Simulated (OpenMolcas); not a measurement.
# Re²⁺ among point charges: CASSCF and CASPT2 levels and susceptibility

How does a field of 4 point charges split the states of Re²⁺, and what χT follows?

Method: state-averaged CASSCF and CASPT2, spin-orbit coupling by RASSI with atomic mean-field integrals. Code: OpenMolcas 26.06.

## Step 1: The atom as given

| Item | Value |
| --- | --- |
| Species | Re²⁺ (rhenium, Z = 75, 73 electrons) |
| Basis | ANO-RCC-VDZP [7s6p4d2f1g], 68 functions |
| Scalar Hamiltonian | DKH2, point nucleus |
| Inactive shells | 1s 2s 2p 3s 3p 3d 4s 4p 4d 4f 5s 5p |
| Active space | 5 electrons in 5 orbitals (5d) |
| Some configurations of this space | 5d⁵ |
| Orbitals | optimised for each spin and parity, averaged over all roots |

The outer shells:

5d5
```
5d [↑ ][↑ ][↑ ][↑ ][↑ ]
```

The ion sits among 4 point charges of -2 e arranged as a square (D4h), 2.15 Å from the ion.

Each step is its own input file, run in one work folder so that later steps find the files of earlier ones. Labels, J, g values, rates, χT and fits are worked out afterwards by a script from the matrices that RASSI stores. The input lists half of the charges; inversion (Group=XYZ) makes the rest.

## Step 2: Basis and integrals

a.inp

```
&GATEWAY
Coord
1

Re 0.0 0.0 0.0
Basis=ANO-RCC-VDZP
Group=XYZ
NoMove
AngMom=0.0 0.0 0.0
AMFI
XField
2 Angstrom 0
2.150000 0.000000 0.000000 -2.000000
0.000000 2.150000 0.000000 -2.000000
&SEWARD
```

On the command line:

```sh
$ OMP_NUM_THREADS=1 MOLCAS_MEM=1689 MOLCAS_PROJECT=a pymolcas a.inp > a.log
```

## Step 3: Reference wave functions, sextets of even parity, 1 root

a.inp

```
&RASSCF
FileOrb=start.orb
Symmetry=1
Spin=6
nActEl=5 0 0
Inactive=15 19
Ras2=5 0
CIRoot=1 1 1
SDav=1
CIMx=300
Iter=120 100
PrWF=0.3
OrbListing=Nothing
MaxOrb=0
>>> COPY $Project.JobIph JOB001
```

start.orb holds the contracted functions of the basis, ordered by shell, or the orbitals of the step before.

## Step 4: CASSCF: quartets of even parity, 24 roots

a.inp

```
&RASSCF
FileOrb=start.orb
Symmetry=1
Spin=4
nActEl=5 0 0
Inactive=15 19
Ras2=5 0
CIRoot=24 24 1
SDav=24
CIMx=300
Iter=120 100
PrWF=0.3
OrbListing=Nothing
MaxOrb=0
>>> COPY $Project.JobIph JOB002
```

## Step 5: CASSCF: doublets of even parity, 75 roots

a.inp

```
&RASSCF
FileOrb=start.orb
Symmetry=1
Spin=2
nActEl=5 0 0
Inactive=15 19
Ras2=5 0
CIRoot=75 75 1
SDav=75
CIMx=300
Iter=120 100
PrWF=0.3
OrbListing=Nothing
MaxOrb=0
>>> COPY $Project.JobIph JOB003
```

## Step 6: State interaction with spin-orbit coupling

a.inp

```
&RASSI
NrOfJobIphs=3 1 24 75
1
1 2 3 4 5 6 7 8 9 10 11 12 13 14 15 16 17 18 19 20 21 22 23 24
1 2 3 4 5 6 7 8 9 10 11 12 13 14 15 16 17 18 19 20 21 22 23 24 25 26 27
28 29 30 31 32 33 34 35 36 37 38 39 40 41 42 43 44 45 46 47 48 49 50 51
52 53 54 55 56 57 58 59 60 61 62 63 64 65 66 67 68 69 70 71 72 73 74 75
IphNames
JOB001
JOB002
JOB003
EJob
SpinOrbit
DIPRint=1.0
SOCoupling=1000.0
Subsets=2
Property=9
'ANGMOM' 1 'ANGMOM' 2 'ANGMOM' 3 'MLTPL  1' 1 'MLTPL  1' 2 'MLTPL  1' 3
'AMFI' 1 'AMFI' 2 'AMFI' 3
SOProperty=3
'ANGMOM' 1 'ANGMOM' 2 'ANGMOM' 3
```

## Step 7: CASPT2: IPEA 0.25, imaginary shift 0.1 (closed shells correlated: 5s 5p)

a.inp

```
>>> COPY JOB001 $Project.JobIph
&CASPT2
Multistate=1 1
Frozen=14 16
IPEA=0.25
Imaginary=0.1
MaxIter=60
WThr=0.0 0.3 0.05
PrWF=0.5
NoMix
>>> COPY JOB002 $Project.JobIph
&CASPT2
Multistate=24 1 2 3 4 5 6 7 8 9 10 11 12 13 14 15 16 17 18 19 20 21 22
23 24
NoMult
Frozen=14 16
IPEA=0.25
Imaginary=0.1
MaxIter=60
WThr=0.0 0.3 0.05
PrWF=0.5
NoMix
>>> COPY JOB003 $Project.JobIph
&CASPT2
Multistate=75 1 2 3 4 5 6 7 8 9 10 11 12 13 14 15 16 17 18 19 20 21 22
23 24 25 26 27 28 29 30 31 32 33 34 35 36 37 38 39 40 41 42 43 44 45 46
47 48 49 50 51 52 53 54 55 56 57 58 59 60 61 62 63 64 65 66 67 68 69 70
71 72 73 74 75
NoMult
Frozen=14 16
IPEA=0.25
Imaginary=0.1
MaxIter=60
WThr=0.0 0.3 0.05
PrWF=0.5
NoMix
```

(Steps that only read results are left out.)

**Question.** What will these runs give? Wanted: spin-free ground state; first state of the same spin within the active space; lowest level; next level.

The runs gave:

| quantity | value |
| --- | --- |
| method | SS-CASPT2, IPEA 0.25, imaginary shift 0.1 (closed shells correlated: 5s 5p) |
| spin-free ground state | 4B1, 1-fold in its orbital part |
| first state of the same spin within the active space | 4B2 at 11600 cm⁻¹ |
| lowest level | 2-fold E1/2, g = 0.15, 0.15, 3.58 |
| next level | 645.3 cm⁻¹ |
| χT at 300 K | 0.90 cm³ K/mol |
| effective moment at 300 K | 2.68 μB |

Cost by method:

```csv
method,time of its own steps,time with the reference
A. CASSCF,26 s,26 s
"B. SS-CASPT2, IPEA 0.25, imaginary shift 0.1, +5s 5p",11 s,37 s
```

Times are of one thread on a shared host.

What this shows: The spin-free ground state (4B1) comes to 47 % from free-ion F terms and has less than the highest spin computed. χT at 300 K is 0.90, against 1.88 cm³ K/mol for the spin alone, so spin-orbit coupling lowers it. The field of point charges can differ much from that of real complexes. With metal d orbitals alone active, the gaps between spin states are rough; where two lie within a few thousand cm-1, their order is open. Point charges carry no covalency, so the field is a model and not that of real ligands.
